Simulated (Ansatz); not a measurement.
BrH₂Sn, SMILES [Br][SnH2], a ladder of methods at one geometry

With Ansatz's Python interface.

Run as a notebook:

```python
from pathlib import Path

import ansatz as az
from ase import Atoms
import numpy as np
```

```python
atoms = Atoms(["Br", "Sn", "H", "H"], positions=[
    (-2.0149, 0.3899, -0.7042),
    (0.3541, -0.1658, -0.3599),
    (0.4355, -1.5099, 0.7383),
    (1.2808, 1.2255, 0.3055),
])
system = az.Crystal.molecule_from_ase(atoms)
```

```python
model = (
    system.calculation()
    .basis(gaussian="def2-SVP")
    .spin("collinear", total=1)
    .accuracy("medium")
)
```

```python
print("functional    E (Ha)        dipole (D)   HOMO (eV)  LUMO (eV)")
for name in ["pbe0", "blyp", "r2scan", "hse06", "r2scan0"]:
    rep = model.functional(name).forces().orbitals().run(threads=1, runs_dir="runs").report
    lines = Path(rep["orbitals_path"]).read_text().splitlines()
    field_of = lambda key: [line.split("=")[1].strip() for line in lines if line.startswith(key)]
    orbitals = [(27.211386 * float(e), s, float(n)) for e, s, n in zip(field_of("Ene="), field_of("Spin="), field_of("Occup="))]
    homo = max(e for e, _, n in orbitals if n > 0.5)
    lumo = min(e for e, _, n in orbitals if n < 0.5)
    dipole = 4.803205 * np.linalg.norm(rep["charge_distribution"]["dipole_moment_e_ang"])
    print(f"{name:10s} {rep['free_energy_ev'] / 27.211386246:14.6f} {dipole:9.3f} {homo:11.3f} {lumo:10.3f}")
```

    functional    E (Ha)        dipole (D)   HOMO (eV)  LUMO (eV)
    pbe0         -2789.041873     1.821      -6.319     -3.452
    blyp         -2789.299623     1.431      -5.028     -4.232
    r2scan       -2789.408211     1.793      -5.636     -3.980
    hse06        -2789.044755     1.816      -5.933     -3.823
    r2scan0      -2789.378061     1.948      -6.599     -3.249

What to keep in mind:
- These settings explore the input space; basis and method may be short of convergence.
- The geometry is a force-field or estimated start, not a minimum of this method, and the basis set is short of its limit. A lower total doesn't mark the better method: functionals have no common bound, and MP2 and coupled cluster aren't variational.
- def2 sets replace the cores of elements past krypton by effective core potentials.
- The species is open-shell (spin multiplicity 2).
- Levels such as HOMO and LUMO are orbital energies: with these approximate functionals they aren't the ionisation energy and electron affinity, and their gap isn't the fundamental gap.
- hse06 follows the composition of plane-wave codes, whose totals differ by tens of mHa, up to about 0.1 Ha, from the form usual in Gaussian-basis programs (wpbeh).
- The whole script took 44 s on 1 thread of Arm Neoverse N1, on a shared host, peak memory 0.3 GiB.
